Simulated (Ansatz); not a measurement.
# CH8BNSi: one species, many methods

An exercise on one series of results from a longer session: the logs are not shown, and one member is left open.

Program: Ansatz 0.2.0, Gaussian basis. Level of theory: functionals in def2-TZVPP, the program's frozen cores in correlated methods. These are calculated values, not measurements.

The runs, in order: LDA (SPW92), PBE-D4, revPBE-D4, BLYP-D4, r2SCAN-D4, B97M-V, PBE0-D4, B3LYP-D4, r2SCANh-D4, r2SCAN0-D4, HSE06-D4, BHLYP-D4, CAM-B3LYP-D4, LC-ωPBE, ωB97X-V, ωB97M-V, B2PLYP, PBE-QIDH; CCSD(T)/def2-SVP; CCSD(T)/def2-TZVPP; MP2/def2-QZVPP; extrapolation to the limit; RPA on PBE.

## Structure used throughout

The geometry comes from an earlier relaxation with PBE0-D4 in a triple-zeta def2 set; it is a stationary point, not always the lowest conformer.

SMILES `CB(N)[SiH3]`, 12 atoms, charge 0, spin multiplicity 1.

Atoms are counted from 1 here; the program's logs count them from 0.

Bond lengths: C1–B2 1.573 Å, C1–H5 1.095 Å, C1–H6 1.095 Å, C1–H7 1.095 Å, B2–N3 1.392 Å, B2–Si4 2.029 Å, N3–H8 1.006 Å, N3–H9 1.009 Å, Si4–H10 1.492 Å, Si4–H11 1.492 Å, Si4–H12 1.495 Å. Angles: B2–C1–H5 110.8°, B2–C1–H6 113.7°, B2–C1–H7 110.7°, H5–C1–H6 107.9°, H5–C1–H7 105.5°, H6–C1–H7 107.9°, C1–B2–N3 120.4°, C1–B2–Si4 121.5°, N3–B2–Si4 118.1°, B2–N3–H8 123.8°, B2–N3–H9 122.7°, H8–N3–H9 113.5°, B2–Si4–H10 111.7°, B2–Si4–H11 111.6°, B2–Si4–H12 112.3°, H10–Si4–H11 106.6°, H10–Si4–H12 107.2°, H11–Si4–H12 107.2°.

The first run:

Contents of in.yaml:

```yaml
crystal:
  periodic: [false, false, false]
  atoms:
    - {symbol: C, position_ang: [-1.010091, 1.258062, -0.121206]}
    - {symbol: B, position_ang: [-0.126340, 0.025710, 0.294811]}
    - {symbol: N, position_ang: [-0.182757, -0.475035, 1.592430]}
    - {symbol: Si, position_ang: [1.120763, -0.879623, -1.024431]}
    - {symbol: H, position_ang: [-1.665119, 1.000579, -0.960418]}
    - {symbol: H, position_ang: [-1.637806, 1.643740, 0.688731]}
    - {symbol: H, position_ang: [-0.382670, 2.080781, -0.480726]}
    - {symbol: H, position_ang: [0.359045, -1.259238, 1.913742]}
    - {symbol: H, position_ang: [-0.778558, -0.079883, 2.303970]}
    - {symbol: H, position_ang: [2.136095, 0.071539, -1.564362]}
    - {symbol: H, position_ang: [0.377936, -1.422717, -2.199429]}
    - {symbol: H, position_ang: [1.866601, -2.019115, -0.408911]}
basis:
  gaussian: {orbitals: def2-TZVPP}
hamiltonian: {xc: lda}
output: {orbitals: {seedname: orbitals}}
```

Run with:

```bash
$ ansatz run in.yaml --threads 2 --pin off --events-out ev --progress --plain --max-ram 4352MiB
```

Among the steps run: LDA; PBE-D4 (GGA); revPBE-D4 (GGA); BLYP-D4 (GGA); r2SCAN-D4 (meta-GGA); B97M-V (meta-GGA); B3LYP-D4 (hybrid); r2SCANh-D4 (hybrid); r2SCAN0-D4 (hybrid); HSE06-D4 (hybrid); BHLYP-D4 (hybrid); CAM-B3LYP-D4 (range-separated); LC-ωPBE (range-separated); ωB97X-V (range-separated); ωB97M-V (range-separated); B2PLYP (double hybrid); PBE-QIDH (double hybrid).

One table of the session follows, with a row left open; its other results are not shown here.

It belongs to the step «Frontier levels by functional». 

| functional | HOMO (eV) | gap (eV) |
| --- | --- | --- |
| LDA (SPW92) | -6.53 | 5.25 |
| PBE-D4 | -6.45 | 5.36 |
| revPBE-D4 | ? | ? |
| BLYP-D4 | -6.35 | 5.43 |
| r2SCAN-D4 | -6.69 | 5.87 |
| B97M-V | -6.81 | 5.91 |
| PBE0-D4 | -7.66 | 7.51 |
| B3LYP-D4 | -7.48 | 7.15 |
| r2SCANh-D4 | -7.14 | 6.65 |
| r2SCAN0-D4 | -7.81 | 7.82 |
| HSE06-D4 | -7.26 | 6.73 |
| BHLYP-D4 | -8.81 | 9.71 |
| CAM-B3LYP-D4 | -9.02 | 10.02 |
| LC-ωPBE | -10.34 | 12.46 |
| ωB97X-V | -10.01 | 12.03 |
| ωB97M-V | -9.80 | 11.60 |

**Question.** Estimate the row for revPBE-D4.

The run gave: HOMO (eV): -6.41; gap (eV): 5.41. In the column «HOMO (eV)» it lies between PBE-D4 (-6.45) and BLYP-D4 (-6.35).
